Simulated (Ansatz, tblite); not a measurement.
# The cluster Al₇As₇: a ladder of methods and basis sets

How do method and basis change the picture of the cluster Al₇As₇ (singlet)?

The runs use Ansatz 0.2.0, Gaussian basis; level and basis change from run to run.

Plan: GFN1-xTB, GFN2-xTB, PBE-D4/def2-TZVP, r2SCAN-D4/def2-TZVP, LC-ωPBE/def2-TZVP, B2PLYP/def2-TZVP, B97M-V/def2-TZVP, PBE-D4/def2-SVP, PBE0-D4/def2-SVP, HF/STO-3G, MP2/def2-SVP, RPA/def2-SVP.

## Step 1: The geometry

The geometry is that of the singlet, from an earlier relaxation (PBE-D4/def2-SVP).

14 atoms, charge 0, spin multiplicity 1.

Bond lengths: Al1–As8 2.389 Å, Al1–As9 2.332 Å, Al1–As13 2.788 Å, Al2–As8 2.498 Å, Al2–As10 2.450 Å, Al2–As13 2.438 Å, Al3–As8 2.488 Å, Al3–As10 2.508 Å, Al3–As14 2.465 Å, Al4–As10 2.406 Å, Al4–As11 2.406 Å, Al4–As14 2.489 Å, Al5–As11 2.508 Å, Al5–As12 2.488 Å, Al5–As14 2.465 Å, Al6–As9 2.332 Å, Al6–As12 2.389 Å, Al6–As13 2.787 Å and more. Angles: As8–Al1–As9 147.4°, As8–Al1–As13 101.7°, As9–Al1–As13 110.4°, As8–Al2–As10 98.7°, As8–Al2–As13 109.2°, As10–Al2–As13 140.9°, As8–Al3–As10 97.5°, As8–Al3–As14 149.8°, As10–Al3–As14 105.9°, As10–Al4–As11 137.0°, As10–Al4–As14 108.3°, As11–Al4–As14 108.3°, As11–Al5–As12 97.5°, As11–Al5–As14 105.9°, As12–Al5–As14 149.8°, As9–Al6–As12 147.4°, As9–Al6–As13 110.4°, As12–Al6–As13 101.7° and more.

PBE0-D4/def2-TZVP was run before; its log isn't repeated, and its numbers join the tables.

## Step 2: GFN1-xTB

Tight binding, by tblite at 300 K electronic temperature and without a spin-polarisation term:

```python
tblite.interface.Calculator('GFN1-xTB', numbers, positions, charge=0, uhf=0).singlepoint()
```

Energy -698.1359 eV, HOMO -8.37 eV, LUMO -7.23 eV; 0.11 s.

## Step 3: GFN2-xTB

Tight binding, by tblite at 300 K electronic temperature and without a spin-polarisation term:

```python
tblite.interface.Calculator('GFN2-xTB', numbers, positions, charge=0, uhf=0).singlepoint()
```

Energy -653.2509 eV, HOMO -7.91 eV, LUMO -6.50 eV; 0.34 s.

## Step 4: PBE-D4/def2-TZVP

start.molden holds the orbitals of an earlier run on this state, given as this run's starting guess.

in.yaml reads:

```yaml
crystal:
  periodic: [false, false, false]
  atoms:
    - {symbol: Al, position_ang: [-1.907340, 1.072921, -1.463903]}
    - {symbol: Al, position_ang: [-0.300667, -1.433634, -1.850263]}
    - {symbol: Al, position_ang: [-1.704269, -1.687769, 0.417480]}
    - {symbol: Al, position_ang: [0.960435, -2.104165, 1.255995]}
    - {symbol: Al, position_ang: [1.053566, 0.584583, 2.115655]}
    - {symbol: Al, position_ang: [-0.036790, 2.613554, -0.312831]}
    - {symbol: Al, position_ang: [2.246898, 0.665143, -0.281699]}
    - {symbol: As, position_ang: [-2.778801, -1.132105, -1.756501]}
    - {symbol: As, position_ang: [-2.257489, 3.234657, -0.661994]}
    - {symbol: As, position_ang: [-0.115518, -3.428483, -0.440035]}
    - {symbol: As, position_ang: [3.005357, -0.857094, 1.481825]}
    - {symbol: As, position_ang: [1.879030, 2.705866, 1.111445]}
    - {symbol: As, position_ang: [0.757614, 0.732603, -2.210435]}
    - {symbol: As, position_ang: [-0.802028, -0.966065, 2.595271]}
basis:
  gaussian: {orbitals: def2-TZVP, fitting: {mean_field: def2-universal-jkfit}, initial_orbitals: start.molden}
hamiltonian: {xc: pbe, dispersion: d4}
scf: {omitted_lower_state_checks: [starts]}
output: {orbitals: {seedname: orbitals}}
```

Launch:

```console
$ ansatz run in.yaml --threads 2 --pin off --events-out ev --progress --plain --max-ram 32768MiB --backend cuda --devices 0, --max-vram 18GiB
```

The runs that follow: r2SCAN-D4/def2-TZVP; LC-ωPBE/def2-TZVP; B2PLYP/def2-TZVP; B97M-V/def2-TZVP; PBE-D4/def2-SVP; PBE0-D4/def2-SVP; HF/STO-3G; MP2/def2-SVP; RPA/def2-SVP.

**Question.** What will the summary of the whole plan be? Wanted: gap in def2-TZVP, functionals, smallest and largest; correlation energy, MP2/def2-SVP; binding an atom, functionals in def2-TZVP; PBE0 total energy, smallest basis above largest.

The runs gave:

| quantity | value |
| --- | --- |
| gap in def2-TZVP, functionals, smallest and largest | 1.00 eV (PBE-D4), 5.95 eV (LC-ωPBE) |
| correlation energy, MP2/def2-SVP | -55.97 eV |
| binding an atom, functionals in def2-TZVP | 2.88 (B2PLYP) to 3.19 eV (PBE-D4) |
| PBE0 total energy, smallest basis above largest | 68.65 eV (def2-SVP, def2-TZVP) |

In words: Over the functionals in def2-TZVP the gap runs from 1.00 eV (PBE-D4) to 5.95 eV (LC-ωPBE); exact exchange widens it.
